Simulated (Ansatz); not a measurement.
Wanted: the native input for an Ansatz 0.2.0 run.

- Task: band structure
- Functional: PBEsol
- Potentials or basis: Ansatz PAW
- Cutoff: 420 eV (not typed: the program's choice for these potentials)
- k mesh: 12 × 12 × 12
- Occupations: fermi-dirac, width 0.05 eV
- Spin: non-collinear spin, ferromagnetic start, spin-orbit coupling
- Starting moments: [[0.0, 0.0, 0.0], [0.0, 0.0, 2.0], [0.0, 0.0, 2.0], [0.0, 0.0, 2.0], [0.0, 0.0, 2.0]] μB
- Path: [["G", "L", "B1"], ["B", "Z", "G", "X"], ["Q", "F", "P1", "Z"], ["L", "P"]]
- Points for each segment of the path: 14

The system is Co4Ge.

```
Ge Co
1.0
     1.31250    0.75777    9.86265
    -1.31250    0.75777    9.86265
     0.00000   -1.51554    9.86265
Ge Co
1 4
Direct
  0.00000 0.00000 0.00000
  0.59884 0.59884 0.59884
  0.20032 0.20032 0.20032
  0.79968 0.79968 0.79968
  0.40116 0.40116 0.40116
```

The cell comes from a database or a generator and needn't be the stable form of this composition.

These files were run (other wordings do the same):

input.yaml

```yaml
crystal:
  lattice:
    - [1.3124950637, 0.7577693783, 9.8626483117]
    - [-1.3124950637, 0.7577693783, 9.8626483117]
    - [0.0, -1.5155387567, 9.8626483117]
  atoms:
    - { symbol: Ge, position: [0.0, 0.0, 0.0] }
    - { symbol: Co, position: [0.59884, 0.59884, 0.59884], spin: 2.0, spin_axis: [0.0, 0.0, 2.0] }
    - { symbol: Co, position: [0.20032, 0.20032, 0.20032], spin: 2.0, spin_axis: [0.0, 0.0, 2.0] }
    - { symbol: Co, position: [0.79968, 0.79968, 0.79968], spin: 2.0, spin_axis: [0.0, 0.0, 2.0] }
    - { symbol: Co, position: [0.40116, 0.40116, 0.40116], spin: 2.0, spin_axis: [0.0, 0.0, 2.0] }
hamiltonian:
  xc: pbesol
  pseudopotentials: { kind: paw_fr }
magnetization:
  noncollinear: true
  spin_orbit: true
kpoints:
  mp_grid: { grid: [12, 12, 12] }
  band_path:
    path:
      - [[0.0, 0.0, 0.0], [0.5, 0.0, 0.0], [0.5, 0.1706021289, -0.1706021289]]
      - [[0.8293978711, 0.5, 0.1706021289], [0.5, 0.5, 0.5], [0.0, 0.0, 0.0], [0.3353010645, 0.0, -0.3353010645]]
      - [[0.6646989355, 0.3353010645, 0.0], [0.5, 0.5, 0.0], [0.6646989355, 0.6646989355, 0.1706021289], [0.5, 0.5, 0.5]]
      - [[0.5, 0.0, 0.0], [0.8293978711, 0.3353010645, 0.3353010645]]
    npoints: 14
scf:
  occupations: { method: fermi_dirac, width: 0.05 }
  n_extra_bands: 12
output:
  forces: true
  stress: true
  eigenvalues: true
  fatbands: true
  write_density: true
  write_potential: true
  elf: true
  volumetric_format: npy
```

Potentials or basis: Ansatz PAW.

Command:

```sh
$ ansatz run input.yaml --threads 2 --pin off --max-ram 5632MiB --backend cpu --events-out ev --progress --plain --runs-dir out
```

It gave:

- Pressure: -8.6 GPa
- Largest force: 0.055 eV/Å
- Band gap on the k mesh: none (metal or under the smearing width)
- Net moment: 5.89 μB per cell
- Absolute moment: 6.54 μB per cell

Caveat: the PAW data sets come from PBE, with cores solved anew for the run's functional, which leaves a small shift of forces and pressure; the thresholds are loose for stress.

Wall time 7.1 min on 2 threads of AMD EPYC 7R13 Processor (Zen 3), with other jobs on the host, peak memory 1.9 GiB.
